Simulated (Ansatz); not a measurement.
**AlBGeH4O: small, medium and large basis sets**

One table from this session's results is given with a row withheld; the runs are named, their logs left out.

Computed with Ansatz 0.2.0, Gaussian basis. Level: one geometry, several basis sets.

The runs, in order: PBE0-D4/def2-SVP; ωB97M-V/def2-SVP; PBE0-D4/def2-QZVPP; ωB97M-V/def2-QZVPP; the functionals' def2-TZVPP values are taken from earlier runs.

## The geometry

All runs share one geometry, relaxed beforehand with PBE0-D4 in a triple-zeta def2 set.

SMILES `[BH]1[AlH][O][GeH2]1`, 8 atoms, charge 0, spin multiplicity 1.

Atoms are counted from 1 here; the program's logs count them from 0.

Bond lengths: B1–Al2 2.155 Å, B1–Ge4 2.083 Å, B1–H5 1.191 Å, Al2–O3 1.718 Å, Al2–H6 1.583 Å, O3–Ge4 1.826 Å, Ge4–H7 1.543 Å, Ge4–H8 1.543 Å. Angles: Al2–B1–Ge4 80.1°, Al2–B1–H5 146.8°, Ge4–B1–H5 133.1°, B1–Al2–O3 89.9°, B1–Al2–H6 145.5°, O3–Al2–H6 124.6°, Al2–O3–Ge4 100.6°, B1–Ge4–O3 89.4°, B1–Ge4–H7 119.2°, B1–Ge4–H8 119.3°, O3–Ge4–H7 108.2°, O3–Ge4–H8 108.3°, H7–Ge4–H8 109.4°.

The first run:

File in.yaml:

```yaml
crystal:
  periodic: [false, false, false]
  atoms:
    - {symbol: B, position_ang: [-0.547074, 0.571420, -1.079565]}
    - {symbol: Al, position_ang: [0.200021, 1.384895, 0.770655]}
    - {symbol: O, position_ang: [0.624145, -0.196185, 1.292631]}
    - {symbol: Ge, position_ang: [0.087294, -1.180834, -0.147978]}
    - {symbol: H, position_ang: [-1.055732, 0.794923, -2.132587]}
    - {symbol: H, position_ang: [0.431272, 2.702260, 1.616903]}
    - {symbol: H, position_ang: [1.315873, -1.929196, -0.706393]}
    - {symbol: H, position_ang: [-0.963600, -2.204382, 0.330734]}
basis:
  gaussian: {orbitals: def2-SVP}
hamiltonian: {xc: pbe0, dispersion: d4}
output: {orbitals: {seedname: orbitals}}
```

Launch:

```
> ansatz run in.yaml --threads 2 --pin off --events-out ev --progress --plain --max-ram 4352MiB
```

Among the steps run: PBE0-D4 in def2-SVP; ωB97M-V in def2-SVP; PBE0-D4 in def2-QZVPP; ωB97M-V in def2-QZVPP.

One table of the session follows, with a row left open; its other results are not shown here.

It belongs to the step «Functionals by basis». 

```
functional       basis  HOMO (eV)  LUMO (eV)
   PBE0-D4    def2-SVP      -6.89      -3.19
   PBE0-D4  def2-TZVPP      -6.87      -3.21
   PBE0-D4  def2-QZVPP      -6.88      -3.23
   ωB97M-V    def2-SVP          ?          ?
   ωB97M-V  def2-TZVPP      -8.88      -1.24
   ωB97M-V  def2-QZVPP      -8.89      -1.28
```

**Question.** Estimate the row for ωB97M-V, def2-SVP.

The run gave: HOMO (eV): -8.87; LUMO (eV): -1.13. In the column «HOMO (eV)» it lies between ωB97M-V, def2-TZVPP (-8.88) and PBE0-D4, def2-SVP (-6.89).
